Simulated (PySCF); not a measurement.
# C5H5FO3: magnetic properties

Computed with PySCF 2.14.0 and routines of our own; the level stands in each step. Atoms count from 0.

### Step 1. The starting structure

14 atoms, charge 0, multiplicity 1; geometry from: GFN2-xTB.

### Step 2. Magnetic properties: GIAO wB97X-D/pcSseg-1

The job: settings as JSON, then the geometry in Å.

```
{"job": {"kind": "mag", "xc": "wB97X-D", "basis": "pcSseg-1", "isotopologues": 0}, "charge": 0, "multiplicity": 1}
O      1.581416    -1.479198    -0.613439
C      1.642979    -0.425616    -0.026128
O      2.790446     0.071239     0.464880
C      0.509210     0.428878     0.244768
C      0.207514     1.556214     0.925952
O     -1.122881     1.564026     0.677182
C     -0.960502     0.342398    -0.098728
C     -1.702406    -0.861283     0.443412
F     -2.995469    -0.881448    -0.003180
H      3.520358    -0.536126     0.265032
H      0.703503     2.313031     1.502883
H     -1.224703     0.523133    -1.141788
H     -1.215876    -1.772655     0.080046
H     -1.734267    -0.843066     1.536966
```

With the program's defaults for keys left out, this is: GIAO wB97X-D/pcSseg-1 magnetisability, rotational g tensor and spin-rotation constants, non-relativistic, gas phase.

Run with:

```sh
> OMP_NUM_THREADS=1 python excited_run.py task.json out
```

The driver reads the jobs from task.json and runs them one after another.

**Question.** How long does this first job take on 1 thread of Arm Neoverse V2, shared host, and how much memory does it need?

About 35 s, with a peak of 0.86 GiB.
